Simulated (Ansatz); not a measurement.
**C2H8FOSbSi: small, medium and large basis sets**

An exercise on one series of results from a longer session: the logs are not shown, and one member is left open.

Method: one geometry, several basis sets; program: Ansatz 0.2.0, Gaussian basis.

Plan: PBE0-D4/def2-SVP; ωB97M-V/def2-SVP; PBE0-D4/def2-QZVPP; ωB97M-V/def2-QZVPP; the functionals' def2-TZVPP values are taken from earlier runs.

**Structure used throughout**

All runs share one geometry, relaxed beforehand with PBE0-D4 in a triple-zeta def2 set. Sb takes the def2 core potential; no spin-orbit term is included.

SMILES `CC[O][Sb]([F])[SiH3]`, 14 atoms, charge 0, spin multiplicity 1.

Atoms are counted from 1 here; the program's logs count them from 0.

Bond lengths: C1–C2 1.512 Å, C1–H7 1.093 Å, C1–H8 1.093 Å, C1–H9 1.092 Å, C2–O3 1.418 Å, C2–H10 1.101 Å, C2–H11 1.095 Å, O3–Sb4 1.950 Å, Sb4–F5 1.931 Å, Sb4–Si6 2.600 Å, Si6–H12 1.488 Å, Si6–H13 1.487 Å, Si6–H14 1.483 Å. Angles: C2–C1–H7 110.4°, C2–C1–H8 111.0°, C2–C1–H9 110.3°, H7–C1–H8 108.5°, H7–C1–H9 108.6°, H8–C1–H9 108.0°, C1–C2–O3 111.5°, C1–C2–H10 110.1°, C1–C2–H11 110.5°, O3–C2–H10 111.0°, O3–C2–H11 106.7°, H10–C2–H11 106.9°, C2–O3–Sb4 119.9°, O3–Sb4–F5 97.7°, O3–Sb4–Si6 88.8°, F5–Sb4–Si6 92.7°, Sb4–Si6–H12 109.1°, Sb4–Si6–H13 109.6° and more.

Geometry (Å):

| atom | x (Å) | y (Å) | z (Å) |
| --- | --- | --- | --- |
| C1 | 0.1904 | -2.3297 | -0.1573 |
| C2 | 1.0674 | -1.2025 | -0.6524 |
| O3 | 0.6636 | 0.0449 | -0.1124 |
| Sb4 | -0.6042 | 1.1623 | -1.0862 |
| F5 | -2.2267 | 0.3282 | -0.4518 |
| Si6 | -0.5537 | 2.8481 | 0.8928 |
| H7 | 0.5493 | -3.2889 | -0.5400 |
| H8 | -0.8440 | -2.1917 | -0.4810 |
| H9 | 0.1999 | -2.3652 | 0.9337 |
| H10 | 1.0654 | -1.1758 | -1.7526 |
| H11 | 2.1051 | -1.3593 | -0.3396 |
| H12 | 0.7488 | 3.5665 | 0.8873 |
| H13 | -1.6497 | 3.8403 | 0.7300 |
| H14 | -0.7245 | 2.0933 | 2.1583 |

Set-up of the first run:

in.yaml

```yaml
crystal:
  periodic: [false, false, false]
  atoms:
    - {symbol: C, position_ang: [0.190363, -2.329732, -0.157303]}
    - {symbol: C, position_ang: [1.067447, -1.202506, -0.652396]}
    - {symbol: O, position_ang: [0.663626, 0.044912, -0.112390]}
    - {symbol: Sb, position_ang: [-0.604196, 1.162306, -1.086217]}
    - {symbol: F, position_ang: [-2.226656, 0.328226, -0.451765]}
    - {symbol: Si, position_ang: [-0.553750, 2.848084, 0.892771]}
    - {symbol: H, position_ang: [0.549258, -3.288930, -0.539954]}
    - {symbol: H, position_ang: [-0.843996, -2.191670, -0.480990]}
    - {symbol: H, position_ang: [0.199929, -2.365184, 0.933736]}
    - {symbol: H, position_ang: [1.065370, -1.175811, -1.752606]}
    - {symbol: H, position_ang: [2.105125, -1.359292, -0.339573]}
    - {symbol: H, position_ang: [0.748826, 3.566544, 0.887271]}
    - {symbol: H, position_ang: [-1.649702, 3.840331, 0.729993]}
    - {symbol: H, position_ang: [-0.724544, 2.093323, 2.158322]}
basis:
  gaussian: {orbitals: def2-SVP}
hamiltonian: {xc: pbe0, dispersion: d4}
output: {orbitals: {seedname: orbitals}}
```

Started as:

```bash
> ansatz run in.yaml --threads 4 --pin off --events-out ev --progress --plain --max-ram 11315MiB
```

Among the steps run: PBE0-D4 in def2-SVP; ωB97M-V in def2-SVP; PBE0-D4 in def2-QZVPP; ωB97M-V in def2-QZVPP.

One table of the session follows, with a row left open; its other results are not shown here.

It belongs to the step «Density functionals: the series». 

```
functional       basis  HOMO (eV)
   PBE0-D4    def2-SVP      -6.95
   PBE0-D4  def2-TZVPP      -7.05
   PBE0-D4  def2-QZVPP          ?
   ωB97M-V    def2-SVP      -8.93
   ωB97M-V  def2-TZVPP      -9.05
   ωB97M-V  def2-QZVPP      -9.07
```

Q: Estimate the row for PBE0-D4, def2-QZVPP from the others.

As computed: HOMO (eV): -7.06. In the column «HOMO (eV)» it lies between ωB97M-V, def2-SVP (-8.93) and PBE0-D4, def2-TZVPP (-7.05).
